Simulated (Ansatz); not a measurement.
**C₂H₅Se radical: how energies converge with the basis set**

The task here is to estimate one member of a computed series from the others.

Method: one geometry, several basis sets; program: Ansatz 0.2.0, Gaussian basis.

The runs, in order: PBE0-D4/def2-SVP; ωB97M-V/def2-SVP; PBE0-D4/def2-QZVPP; ωB97M-V/def2-QZVPP; the functionals' def2-TZVPP values are taken from earlier runs.

## Structure used throughout

The geometry comes from an earlier relaxation with PBE0-D4 in a triple-zeta def2 set; it is a stationary point, not always the lowest conformer.

8 atoms, charge 0, spin multiplicity 2.

Atoms are counted from 1 here; the program's logs count them from 0.

Bond lengths: C1–C2 1.513 Å, C1–H4 1.095 Å, C1–H5 1.091 Å, C1–H6 1.091 Å, C2–Se3 1.941 Å, C2–H7 1.094 Å, C2–H8 1.094 Å. Angles: C2–C1–H4 110.5°, C2–C1–H5 111.1°, C2–C1–H6 111.1°, H4–C1–H5 108.1°, H4–C1–H6 108.1°, H5–C1–H6 107.7°, C1–C2–Se3 115.0°, C1–C2–H7 112.2°, C1–C2–H8 112.2°, Se3–C2–H7 105.4°, Se3–C2–H8 105.5°, H7–C2–H8 106.0°.

As a file:

```xyz
8
charge 0, multiplicity 2
C    -0.4329    0.5973   -0.3398
C     0.2590   -0.6189    0.2347
Se    2.0138   -0.2814    0.9937
H    -1.4116    0.3243   -0.7470
H     0.1568    1.0428   -1.1427
H    -0.5843    1.3616    0.4244
H     0.4126   -1.3994   -0.5163
H    -0.3213   -1.0833    1.0374
```

Set-up of the first run:

File in.yaml:

```yaml
crystal:
  periodic: [false, false, false]
  atoms:
    - {symbol: C, position_ang: [-0.432889, 0.597321, -0.339789]}
    - {symbol: C, position_ang: [0.259006, -0.618926, 0.234735]}
    - {symbol: Se, position_ang: [2.013809, -0.281351, 0.993660]}
    - {symbol: H, position_ang: [-1.411578, 0.324319, -0.746996]}
    - {symbol: H, position_ang: [0.156827, 1.042790, -1.142735]}
    - {symbol: H, position_ang: [-0.584334, 1.361572, 0.424373]}
    - {symbol: H, position_ang: [0.412637, -1.399384, -0.516303]}
    - {symbol: H, position_ang: [-0.321277, -1.083341, 1.037355]}
basis:
  gaussian: {orbitals: def2-SVP}
magnetization: {spin_polarized: true, initial_magnetization: 1}
hamiltonian: {xc: pbe0, dispersion: d4}
output: {orbitals: {seedname: orbitals}}
```

Among the steps run: PBE0-D4 in def2-SVP; ωB97M-V in def2-SVP; PBE0-D4 in def2-QZVPP; ωB97M-V in def2-QZVPP.

One table of the session follows, with a row left open; its other results are not shown here.

It belongs to the step «Density functionals: the series». 

| functional | basis | HOMO (eV) | LUMO (eV) |
| --- | --- | --- | --- |
| PBE0-D4 | def2-SVP | -6.11 | -3.64 |
| PBE0-D4 | def2-TZVPP | -6.28 | -3.73 |
| PBE0-D4 | def2-QZVPP | -6.30 | -3.75 |
| ωB97M-V | def2-SVP | -8.31 | -1.48 |
| ωB97M-V | def2-TZVPP | ? | ? |
| ωB97M-V | def2-QZVPP | -8.50 | -1.72 |

Q: Estimate the row for ωB97M-V, def2-TZVPP from the others.

The run gave: HOMO (eV): -8.47; LUMO (eV): -1.69. In the column «HOMO (eV)» it lies between ωB97M-V, def2-QZVPP (-8.50) and ωB97M-V, def2-SVP (-8.31).
